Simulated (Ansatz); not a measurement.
# C₃H₇Sb: small, medium and large basis sets

How large a basis does C₃H₇Sb need? Two functionals are run in growing sets.

Method: one geometry, several basis sets; program: Ansatz 0.2.0, Gaussian basis.

Levels to be run: PBE0-D4/def2-SVP; ωB97M-V/def2-SVP; PBE0-D4/def2-QZVPP; ωB97M-V/def2-QZVPP; the functionals' def2-TZVPP values are taken from earlier runs.

**1. The relaxed structure**

An earlier PBE0-D4 in a triple-zeta def2 set relaxation fixed the geometry. Sb takes the def2 core potential; no spin-orbit term is included.

11 atoms, charge 0, spin multiplicity 1.

Atoms are counted from 1 here; the program's logs count them from 0.

Bond lengths: C1–C2 1.502 Å, C1–H5 1.091 Å, C1–H6 1.097 Å, C1–H7 1.094 Å, C2–C3 1.460 Å, C2–Sb4 2.216 Å, C2–H8 1.085 Å, C3–Sb4 2.204 Å, C3–H9 1.085 Å, C3–H10 1.083 Å, Sb4–H11 1.713 Å. Angles: C2–C1–H5 111.7°, C2–C1–H6 110.4°, C2–C1–H7 111.5°, H5–C1–H6 108.1°, H5–C1–H7 107.8°, H6–C1–H7 107.2°, C1–C2–C3 119.7°, C1–C2–Sb4 116.8°, C1–C2–H8 115.5°, C3–C2–Sb4 70.3°, C3–C2–H8 116.0°, Sb4–C2–H8 110.2°, C2–C3–Sb4 71.1°, C2–C3–H9 117.8°, C2–C3–H10 119.6°, Sb4–C3–H9 112.4°, Sb4–C3–H10 113.2°, H9–C3–H10 114.7° and more.

**2. PBE0-D4 in def2-SVP**

File in.yaml:

```yaml
crystal:
  periodic: [false, false, false]
  atoms:
    - {symbol: C, position_ang: [-0.686310, 1.210841, -0.498281]}
    - {symbol: C, position_ang: [-0.373399, -0.129502, 0.101928]}
    - {symbol: C, position_ang: [0.896972, -0.334829, 0.792602]}
    - {symbol: Sb, position_ang: [0.915348, -1.482366, -1.089401]}
    - {symbol: H, position_ang: [-1.489655, 1.146852, -1.233595]}
    - {symbol: H, position_ang: [-0.995486, 1.916016, 0.282989]}
    - {symbol: H, position_ang: [0.187886, 1.640981, -0.995029]}
    - {symbol: H, position_ang: [-1.224105, -0.674098, 0.498762]}
    - {symbol: H, position_ang: [1.614054, 0.479379, 0.787179]}
    - {symbol: H, position_ang: [0.930451, -0.961805, 1.674551]}
    - {symbol: H, position_ang: [0.289642, -2.868372, -0.301004]}
basis:
  gaussian: {orbitals: def2-SVP}
hamiltonian: {xc: pbe0, dispersion: d4}
output: {orbitals: {seedname: orbitals}}
```

Started as:

```console
ansatz run in.yaml --threads 4 --pin off --events-out ev --progress --plain --max-ram 10444MiB
```

The runs that follow: ωB97M-V in def2-SVP; PBE0-D4 in def2-QZVPP; ωB97M-V in def2-QZVPP.

**Question.** What will the summary of the whole plan be? Wanted: PBE0-D4: double and triple zeta above quadruple; ωB97M-V: double and triple zeta above quadruple.

The runs gave:

| quantity | value |
| --- | --- |
| PBE0-D4: double and triple zeta above quadruple | 4.03, 0.24 eV |
| ωB97M-V: double and triple zeta above quadruple | 4.28, 0.24 eV |

**Reading.** PBE0-D4 gains 3.79 eV from double to triple zeta, then 0.24 eV more. Total energies overstate the basis error of differences, where much of it tends to cancel. The LUMO of ωB97M-V is positive and keeps falling with the basis (1.68 to 1.08 eV): an unbound level that the basis holds in place.
